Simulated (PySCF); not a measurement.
The system is F2GeS2H2, in a box.

```
F Ge S H
1.0
    13.00000    0.00000    0.00000
     0.00000   12.00000    0.00000
     0.00000    0.00000   13.00000
F Ge S H
2 1 2 2
Cartesian
  7.6679 4.6064 7.8257
  5.6333 4.7764 6.0590
  6.8348 5.7388 6.8351
  5.7800 7.2646 7.9910
  8.3384 6.5132 5.4578
  4.6876 6.4861 8.0948
  7.4881 7.4356 4.9732
```

Program: PySCF 2.14.0. Alike in all runs: task atomic charges; potentials or basis def2-svp (all-electron); no spin polarisation; cell as given; k mesh 1 × 1 × 1; smearing fixed.

**Question.** Order these runs on this cell by their band gap on the k mesh, lowest first.
A. level TPSSh+D4; exxdiv ewald; three-centre integrals read from an earlier run's file; three-body dispersion term yes
B. level PBE
C. level r2SCAN; three-centre integrals read from an earlier run's file
D. level PBEsol0; exxdiv ewald; three-centre integrals read from an earlier run's file

**Answer.** B (4.98 eV), C (5.54 eV), A (6.17 eV), D (7.34 eV).

Caveats: this is a molecule in a periodic box at the Γ point, so its band gap is the HOMO-LUMO gap; relativity is left out, which matters for the heavier elements; the basis of atomic orbitals isn't converged, which shifts pressures, moduli and gaps.

